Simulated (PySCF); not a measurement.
# C3H9O4PS: the cost of one run

Programs: PySCF 2.14.0. All values are calculated, for the isolated system unless a continuum is named. Atoms count from 0, parts from 1.

## 1. The system as given

18 atoms, charge 0, multiplicity 1; geometry: GFN1-xTB, rigid scan. Parts: 1 = atoms 0–3, `O=S(=O)=O`, charge 0; 2 = atoms 4–17, `CP(C)(C)=O`, charge 0.

## 2. Interaction energy: 2.00 Å

Job settings and geometry (Å):

```
{"job": {"kind": "inter", "xc": "B3LYP", "basis": "def2-SVP", "disp": "d3bj"}, "charge": 0, "multiplicity": 1, "parts": [{"atoms": "0-3", "charge": 0, "multiplicity": 1}, {"atoms": "4-17", "charge": 0, "multiplicity": 1}]}
O     -0.854584     1.203597     0.092326
S      0.129352     0.605580    -0.733172
O     -0.254521    -0.427542    -1.613962
O      1.476859     0.656208    -0.289276
C      2.737650     3.235672    -1.853875
P      0.924394     3.433742    -1.907660
C      0.441115     4.444891    -3.347717
C      0.349607     4.203803    -0.357633
O      0.257059     2.080000    -2.085796
H      2.992941     2.539577    -1.053448
H      3.090305     2.811571    -2.794544
H      3.250033     4.179781    -1.678867
H     -0.643006     4.555603    -3.373750
H      0.755493     3.950071    -4.266879
H      0.895090     5.433505    -3.307999
H      0.778560     5.190497    -0.195570
H      0.620825     3.558013     0.478846
H     -0.737664     4.285488    -0.375015
```

With the program's defaults for keys left out, this is: B3LYP-D3(BJ)/def2-SVP interaction energy, counterpoise and uncorrected, gas phase.

Launch:

```sh
> OMP_NUM_THREADS=1 python cluster_run.py task.json out
```

One launch serves the whole session: the jobs run in the order shown.

Q: Estimate the wall time and peak memory of this first job on 1 thread of Arm Neoverse N1, shared host.

About 73 s, with a peak of 0.63 GiB.
